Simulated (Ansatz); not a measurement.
# CaPb2F6: the cost of one run

Method: DFT PBE, scalar-relativistic, plane waves, PAW, in Ansatz 0.2.0.

## 1. Starting point

The cell holds 18 atoms (Ca2F12Pb4): a = 5.723 Å, b = 5.723 Å, c = 5.723 Å, α = 80.41°, β = 70.53°, γ = 60.00°.

The sites of an ideal fluorite lattice, at a guessed lattice constant, take 2 Ca, 4 Pb; 12 F (sublattices apart by semicolons), with a shake of 0.02 Å. Warren-Cowley parameters of the first shell (negative: unlike neighbours preferred): Ca-Pb -0.12. In a cell this small the draw can fall short of the order aimed at.

Its coordinates follow in the input file.

## 2. Relaxation without symmetry, coarse mesh

Cell and atoms move without symmetry, on a coarse mesh with loose thresholds.

Input file input.yaml:

```yaml
crystal:
  lattice:
    - [4.67307308, 2.33653654, -2.33653654]
    - [2.33653654, 4.67307308, 2.33653654]
    - [4.67307308, -2.33653654, 2.33653654]
  atoms:
    - { symbol: F, position: [0.4593573505, 0.3335706685, 0.6226244735] }
    - { symbol: F, position: [0.7906390869, 0.6631585567, 0.6227346208] }
    - { symbol: F, position: [0.9584680656, 0.3279263518, 0.126803722] }
    - { symbol: F, position: [0.2942438513, 0.6637523252, 0.1215470024] }
    - { symbol: F, position: [0.628504447, 0.9968751707, 0.1208906993] }
    - { symbol: F, position: [0.1239143471, 0.99791758, 0.6250833903] }
    - { symbol: F, position: [0.3785385859, 0.993416206, 0.8740011202] }
    - { symbol: F, position: [0.7086491754, 0.3307243936, 0.8743892387] }
    - { symbol: F, position: [0.870240762, 0.0064327601, 0.3820099313] }
    - { symbol: F, position: [0.2167685138, 0.3308421187, 0.3698609787] }
    - { symbol: F, position: [0.5413936756, 0.6645530378, 0.3716230713] }
    - { symbol: F, position: [0.042681628, 0.6578040604, 0.8753117721] }
    - { symbol: Ca, position: [0.9983096265, 0.9946864542, 0.0027833065] }
    - { symbol: Ca, position: [0.6670886874, 0.669089171, 0.0009977168] }
    - { symbol: Pb, position: [0.4929644923, 0.0017698807, 0.5008392617] }
    - { symbol: Pb, position: [0.8344619777, 0.331132268, 0.498697152] }
    - { symbol: Pb, position: [0.3227444922, 0.3367208884, 0.9990667884] }
    - { symbol: Pb, position: [0.163736186, 0.6679041269, 0.4963321994] }
  symmetry: { detect: false }
basis:
  ecutwfc: 420
kpoints:
  mp_grid: { grid: [2, 2, 2], shift: [0.5, 0.5, 0.5] }
hamiltonian:
  xc: pbe
scf:
  occupations: { method: gaussian, width: 0.1 }
  lower_state_search: "off"
output:
  forces: true
  stress: true
  eigenvalues: true
relax:
  adjacent_minimum: "off"
  f_tol: 0.04
  max_steps: 50
  cell: { stress_tol: 0.3 }
```

Started as:

```
ansatz run input.yaml --threads 4 --pin off --max-ram 9216MiB --backend cpu --events-out ev --progress --plain --runs-dir out
```

What time and memory should one allow on 4 threads of Intel Xeon Platinum 8488C (Sapphire Rapids), shared host?

About 55 s, with a peak of 0.92 GiB.
